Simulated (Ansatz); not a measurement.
# SnH2F (SMILES [F][SnH2]): UBHLYP/STO-3G

Aim: the electronic atomisation energy of SnH2F at UBHLYP/STO-3G, from 4 runs. 

The calculation is run with Ansatz 0.2.0.

59 further runs of the same task are left out: 7 that didn't finish, 52 set aside as unsound or not needed.

### Step 1. The structure to begin with

SnH2F has 4 atoms, charge 0, and is taken as a doublet. As SMILES, `[F][SnH2]`. Geometry: relaxed at PBE0-D4/def2-TZVP.

Bond lengths: F1–Sn2 1.932 Å, Sn2–H3 1.726 Å, Sn2–H4 1.726 Å. Angles: F1–Sn2–H3 103.3°, F1–Sn2–H4 103.3°, H3–Sn2–H4 113.3°.

### Step 2. The energy at UBHLYP/STO-3G

Input file in.yaml:

```yaml
crystal:
  periodic: [false, false, false]
  atoms:
    - {symbol: F, position_ang: [-1.552600, -0.190000, 0.640700]}
    - {symbol: Sn, position_ang: [0.028300, -0.242200, -0.468300]}
    - {symbol: H, position_ang: [1.184100, -1.054400, 0.524100]}
    - {symbol: H, position_ang: [0.395700, 1.426200, -0.716700]}
basis:
  gaussian:
    orbitals: STO-3G
magnetization:
  spin_polarized: true
  initial_magnetization: 1
hamiltonian:
  xc: {name: BHLYP}
accuracy: high
```

On the command line:

```bash
$ ansatz run in.yaml --threads 1 --pin off --max-ram 2610MiB --events-out events.jsonl --progress --plain --runs-dir runs
```

Output:

```text
Warning: RAYON_NUM_THREADS=1 ignored (pool sized by the plan → 1); use --threads N
Functional definition: BHLYP
  name "BHLYP"
  parameter a = 0.5
  exchange = (1 - a)*b88_x + a*exact_x
  correlation = lyp_c
612 factors; integrals over basis functions are off by at most 4.8e-9 eV
mean field evaluation 1: about -165036.1442 eV, gradient 1.1e1 eV
mean field evaluation 2: about -165035.7521 eV, gradient 1.5e1 eV
mean field evaluation 4: about -165037.5983 eV, gradient 3.4e-1 eV
mean field evaluation 8: about -165037.5854 eV, gradient 7.7e-3 eV
mean field evaluation 16: about -165037.5854 eV, gradient 1.1e-5 eV
mean field -165037.58544878 eV, -6065.0193987493 hartree, gradient 4.6e-8 eV, S^2 0.752467; 0 other end points of the search recorded, 0 dependent functions left out
reference -165037.58546538 eV, -6065.0193993596 hartree; 31, 30 occupied and 3, 4 virtual orbitals, 612 factors
Total energy: -165037.58546538 eV, -6065.0193993596 hartree
```

Run time: 2.8 s. Hardware: 1 thread of Arm Neoverse V2, shared host; peak memory 0.16 GiB.

### Step 3. The F atom, same level

Input file input.yaml:

```yaml
crystal:
  periodic: [false, false, false]
  atoms:
    - symbol: F
      position_ang: [0.000000, 0.000000, 0.000000]
basis:
  gaussian:
    orbitals: STO-3G
magnetization:
  spin_polarized: true
  initial_magnetization: 1
hamiltonian:
  xc: {name: BHLYP}
accuracy: high
```

Run the same way, it converges to -98.27228 Eh (log not shown).

### Step 4. The H atom at the same level

Input file input.yaml:

```yaml
basis:
  gaussian: {orbitals: STO-3G}
crystal:
  periodic: [false, false, false]
  atoms:
    - {symbol: H, position_ang: [0.000000, 0.000000, 0.000000]}
magnetization: {spin_polarized: true, initial_magnetization: 1}
hamiltonian: {xc: {name: BHLYP}}
accuracy: high
```

Run the same way, it converges to -0.46466 Eh (log not shown).

### Step 5. The Sn atom at the same level

Input file molecule.yaml:

```yaml
crystal:
  periodic: [false, false, false]
  atoms:
    - {symbol: Sn, position_ang: [0.000000, 0.000000, 0.000000]}
basis:
  gaussian: {orbitals: STO-3G}
magnetization: {spin_polarized: true, initial_magnetization: 2}
hamiltonian: {xc: {name: BHLYP}}
accuracy: high
```

Run the same way, it converges to -5965.37809 Eh (log not shown).

### Step 6. Outcome

At UBHLYP/STO-3G:

```
                     quantity           value
       molecule: total energy  -6065.01940 Eh
               molecule: ⟨S²⟩           0.752
         F atom: total energy    -98.27228 Eh
                 F atom: ⟨S²⟩           0.750
         H atom: total energy     -0.46466 Eh
                 H atom: ⟨S²⟩           0.750
        Sn atom: total energy  -5965.37809 Eh
                Sn atom: ⟨S²⟩           2.000
electronic atomisation energy       11.965 eV
```

Taking the molecule apart into free atoms costs 11.97 eV (1154 kJ/mol), before zero-point energy and without spin-orbit coupling. In a minimal basis such a difference can be off by several eV, whatever the method. Relativity is left out (molecule) although the molecule holds a heavy atom. Relativity is left out (Sn atom) although the molecule holds a heavy atom.
